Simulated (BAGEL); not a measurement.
# One shape, several levels: VOF3 (SMILES [O]=[V]([F])([F])[F])

Wanted: a comparison of 5 runs (HF/3-21G, B3LYP/def2-SVP, PBE0/def2-SVP, B3LYP/6-31G*, RI-MP2/def2-SVP) of VOF3. 

Program for the calculation: BAGEL 1.2.2.

8 further runs of the same task are left out: 8 that didn't finish.

## 1. Starting point

VOF3 has 5 atoms, charge 0, and is taken as a singlet. SMILES: `[O]=[V]([F])([F])[F]`. Geometry: relaxed at PBE0-D4/def2-TZVP.

Bond lengths: O1–V2 1.541 Å, V2–F3 1.712 Å, V2–F4 1.712 Å, V2–F5 1.712 Å. Angles: O1–V2–F3 108.5°, O1–V2–F4 108.5°, O1–V2–F5 108.5°, F3–V2–F4 110.4°, F3–V2–F5 110.4°, F4–V2–F5 110.4°.

## 2. The energy at HF/3-21G (density fitting with qzvpp-jkfit) (run 1)

Contents of input.json:

```json
{ "bagel": [

{
  "title": "molecule",
  "basis": "3-21g",
  "df_basis": "qzvpp-jkfit",
  "angstrom": true,
  "geometry": [
    { "atom": "O", "xyz": [       0.574800,      -0.876700,       1.160600 ] },
    { "atom": "V", "xyz": [       0.016300,      -0.024400,       0.004800 ] },
    { "atom": "F", "xyz": [      -1.387400,       0.785400,       0.556800 ] },
    { "atom": "F", "xyz": [      -0.367300,      -1.064100,      -1.300000 ] },
    { "atom": "F", "xyz": [       1.213500,       1.106100,      -0.463600 ] }
  ]
},

{
  "title": "hf"
},

{
  "title": "print",
  "file": "orbitals.molden",
  "orbitals": true
}

]}
```

Launch:

```bash
$ BAGEL_NUM_THREADS=1 BAGEL input.json > input.out
```

Output:

```text
* using 1 threads per process

  ===============================================================
  ===============================================================

  *** Geometry ***

  { "atom" : "O", "xyz" : [      1.086215,     -1.656723,      2.193216 ] },
  { "atom" : "V", "xyz" : [      0.030803,     -0.046109,      0.009071 ] },
  { "atom" : "F", "xyz" : [     -2.621806,      1.484191,      1.052200 ] },
  { "atom" : "F", "xyz" : [     -0.694096,     -2.010858,     -2.456644 ] },
  { "atom" : "F", "xyz" : [      2.293183,      2.090226,     -0.876077 ] },

  Number of auxiliary basis functions:      572

  Since a DF basis is specified, we compute 2- and 3-index integrals:
    o Being stored without compression. Storage requirement is 0.018 GB

  Number of basis functions:       63
  Number of electrons      :       58

    * METHOD: MOLECULE                             0.26

  *** RHF ***

  === Nuclear Repulsion ===
   344.1463840289

      * DIIS with orbital gradients will be used.

  === RHF iteration (3-21g) ===
      0      -1308.57847348          0.05167314           0.08
      1      -1301.52389768          0.20361170           0.08
      2      -1309.39256557          0.02385736           0.08
[... 19 lines of this table left out ...]
     22      -1309.51299884          0.00000001           0.08
    * SCF iteration converged.

    * Permanent dipole moment:
           (    0.005163,    -0.007812,     0.010795) a.u.

    * METHOD: HF                                   2.04

    * METHOD: PRINT                                0.01

  ===============================================================
```

It took 2.5 s on 1 thread of Arm Neoverse V2, shared host; peak memory 0.11 GiB.

## 3. The energy at B3LYP/def2-SVP (density fitting with qzvpp-jkfit) (run 2)

input.json: that of step 2 with these lines changed.

```diff
@@ -4,3 +4,3 @@
   "title": "molecule",
-  "basis": "3-21g",
+  "basis": "svp",
   "df_basis": "qzvpp-jkfit",
@@ -16,11 +16,5 @@
 
-{
-  "title": "hf"
-},
+{ "title": "ks", "xc_func": "b3lyp" },
 
-{
-  "title": "print",
-  "file": "orbitals.molden",
-  "orbitals": true
-}
+{ "title": "print", "file": "orbitals.molden", "orbitals": true }
```

Launch:

```bash
$ BAGEL_NUM_THREADS=1 BAGEL input.json > input.out
```

Output:

```text
* using 1 threads per process

  ===============================================================
  ===============================================================

  *** Geometry ***

  { "atom" : "O", "xyz" : [      1.086215,     -1.656723,      2.193216 ] },
  { "atom" : "V", "xyz" : [      0.030803,     -0.046109,      0.009071 ] },
  { "atom" : "F", "xyz" : [     -2.621806,      1.484191,      1.052200 ] },
  { "atom" : "F", "xyz" : [     -0.694096,     -2.010858,     -2.456644 ] },
  { "atom" : "F", "xyz" : [      2.293183,      2.090226,     -0.876077 ] },

  Number of auxiliary basis functions:      572

  Since a DF basis is specified, we compute 2- and 3-index integrals:
    o Being stored without compression. Storage requirement is 0.035 GB

  Number of basis functions:       87
  Number of electrons      :       58

    * METHOD: MOLECULE                             0.33

  *** Kohn-Sham DFT ***

    * Removing 8676 points whose weight is below 1.00e-10
    * Grid points: 65854

  === Nuclear Repulsion ===
   344.1463840289

       - DIIS with orbital gradients will be used.

  === KS iteration (b3lyp / svp) ===
      0      -1185.16062480          0.17286147           0.34
      1      -1238.17699075          0.21108409           0.32
      2      -1174.93155535          0.26684827           0.32
[... 19 lines of this table left out ...]
     22      -1318.54909238          0.00000001           0.33
    * SCF iteration converged.

    * Permanent dipole moment:
           (    0.041504,    -0.063302,     0.086012) a.u.

    * METHOD: KS                                   7.71

    * METHOD: PRINT                                0.01

  ===============================================================
```

Wall time 8.4 s (1 thread of Arm Neoverse V2, shared host); peak memory 0.32 GiB.

Runs 3 to 4 aren't shown in full; the table further down has their settings and results.

## 4. A single-point energy at RI-MP2/def2-SVP (density fitting with qzvpp-jkfit) (run 5)

input.json: that of step 3 with these lines changed.

```diff
@@ -16,5 +16,10 @@
 
-{ "title": "ks", "xc_func": "b3lyp" },
+{
+  "title": "hf"
+},
 
-{ "title": "print", "file": "orbitals.molden", "orbitals": true }
+{
+  "title": "mp2",
+  "ncore": 9
+}
```

Launch:

```bash
$ BAGEL_NUM_THREADS=1 BAGEL input.json > input.out
```

Output:

```text
* using 1 threads per process

  ===============================================================
  ===============================================================

  *** Geometry ***

[... 29 lines left out ...]
    * SCF iteration converged.
[... 1 line left out ...]
    * Permanent dipole moment:
[... 2 lines left out ...]
    * METHOD: HF                                   2.99

  *** RHF ***

  === Nuclear Repulsion ===
   344.1463840289

      * DIIS with orbital gradients will be used.

  === RHF iteration (svp) ===
      0      -1315.65086753          0.00000000           0.11
    * SCF iteration converged.

    * Permanent dipole moment:
           (    0.001201,    -0.001767,     0.002614) a.u.

  === DF-MP2 calculation ===

    * freezing 9 orbitals
    * 3-index integral transformation done
    * assembly done

      MP2 correlation energy:   -1.2634081813      0.09

      MP2 total energy:       -1316.9142757145

    * METHOD: MP2                                  0.33

  ===============================================================
```

Wall time 3.9 s (1 thread of Arm Neoverse V2, shared host); peak memory 0.14 GiB.

## 5. The series

```
run                                                                 level  frozen core orbitals   energy (Eh)  dipole moment (D)  HOMO energy (eV)  LUMO energy (eV)  wall time
  1                           HF/3-21G (density fitting with qzvpp-jkfit)                     –  -1309.512999               0.04            -15.84             -0.16      2.5 s
  2                     B3LYP/def2-SVP (density fitting with qzvpp-jkfit)                     –  -1318.549092               0.29            -11.01             -4.33      8.4 s
  3                      PBE0/def2-SVP (density fitting with qzvpp-jkfit)                     –  -1317.951378               0.27            -11.41             -4.15       11 s
  4  B3LYP/6-31G* (density fitting with qzvpp-jkfit, spherical functions)                     –  -1318.885621               0.43            -10.74             -4.00       12 s
  5                    RI-MP2/def2-SVP (density fitting with qzvpp-jkfit)                     9  -1316.914276                  –                 –                 –      3.9 s
```

## 6. What came out

| quantity | value |
| --- | --- |
| run 5: total energy | -1316.91428 Eh |
| run 5: correlation energy (9 core orbitals frozen) | -1263.4 mEh |

Over runs 1, 2, 3, 4 the dipole moment (its size) runs from 0.04 D (HF/3-21G) to 0.43 D (B3LYP/6-31G*). The two ends differ in method and basis. Over runs 1, 2, 3, 4 the HOMO–LUMO gap runs from 6.68 eV (B3LYP/def2-SVP) to 15.68 eV (HF/3-21G). Totals of different functionals can't be ranked against each other. All runs together took 37 s, the longest 12 s.
